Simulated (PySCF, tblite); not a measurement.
**C6H9ClSi: geometry, infrared bands and NMR shifts**

What infrared bands and NMR shifts should C6H9ClSi (`CC#C[C@H]1C[Si@H](Cl)C1`) show?

Computed with tblite 0.8.0 and PySCF 2.14.0, with density-fitted response routines of our own, on a single molecule in the gas phase. Atoms are numbered from 0 throughout.

### 1 The molecule as given

17 atoms, charge 0, multiplicity 1; geometry from: force field or distance geometry start.

Bonds of the start (Å): C0–C1 1.48, C1–C2 1.20, C2–C3 1.49, C3–C4 1.55, C4–Si5 1.86, Si5–Cl6 2.05, Si5–C7 1.87, C7–C3 1.48, C0–H8 1.12, C0–H9 1.10, C0–H10 1.09, C3–H11 1.10, C4–H12 1.11, C4–H13 1.09, Si5–H14 1.46, C7–H15 1.14, C7–H16 1.10.

### 2 Geometry optimisation with GFN2-xTB

Job settings and geometry (Å):

```
{"job": {"kind": "relax", "xc": "GFN2-xTB", "basis": "xTB"}, "charge": 0, "multiplicity": 1}
C      3.100000     0.520600    -0.515900
C      1.721900    -0.013200    -0.508300
C      0.611000    -0.459500    -0.464100
C     -0.773900    -1.003200    -0.419800
C     -1.264700    -0.955300     1.049400
Si    -1.194500     0.893100     0.838400
Cl    -2.696700     2.018500     1.669600
C     -1.794800     0.029100    -0.709100
H      3.207400     1.365700     0.208100
H      3.817600    -0.254500    -0.194600
H      3.272900     0.879000    -1.528800
H     -0.887800    -2.016500    -0.838900
H     -0.448500    -1.355200     1.684400
H     -2.252900    -1.395900     1.165900
H      0.134100     1.496200     0.715500
H     -2.852300    -0.354300    -0.528000
H     -1.705800     0.617400    -1.633700
```

Started as:

```bash
> OMP_NUM_THREADS=1 python probes_run.py task.json out
```

This one command runs all jobs of the session in turn.

**Question.** This job is followed by: GFN2-xTB harmonic vibrations, gas phase; GIAO PBE0/pcSseg-1 NMR shielding, non-relativistic, gas phase. What will the session give for the following? strongest single infrared mode (GFN2-xTB); zero-point energy (GFN2-xTB); 13C shifts against TMS (PBE0/pcSseg-1, means over atoms taken as alike); 1H shifts against TMS (PBE0/pcSseg-1, means over atoms taken as alike); 29Si shifts against TMS (PBE0/pcSseg-1); 35Cl shifts against HCl (PBE0/pcSseg-1).

The runs gave:

| quantity | value |
| --- | --- |
| strongest single infrared mode (GFN2-xTB) | 2280 cm⁻¹, 248 km/mol |
| zero-point energy (GFN2-xTB) | 80.2 kcal/mol |
| 13C shifts against TMS (PBE0/pcSseg-1, means over atoms taken as alike) | 92.7, 85.4, 34.0, 21.3, 4.8 ppm |
| 1H shifts against TMS (PBE0/pcSseg-1, means over atoms taken as alike) | 5.89, 3.18, 2.28, 1.99, 1.92 ppm |
| 29Si shifts against TMS (PBE0/pcSseg-1) | 15.6 ppm |
| 35Cl shifts against HCl (PBE0/pcSseg-1) | 9 ppm |

**Reading.** Over 93 steps the energy fell by 1.456 eV; of the close pairs, C3–C7 changed most, 1.480 to 1.554 Å. The lowest mode is slightly imaginary (17i cm⁻¹), a soft motion within the noise of the Hessian, so the minimum is not strictly shown. The strongest single mode, at 2280 cm⁻¹, moves mainly H14. GFN2-xTB is a fitted tight-binding method: band positions and strengths are rough. Its intensities can rank the bands wrongly. At PBE0/pcSseg-1: The largest span, 288 ppm, is at C2, where the paramagnetic term is -168 ppm.
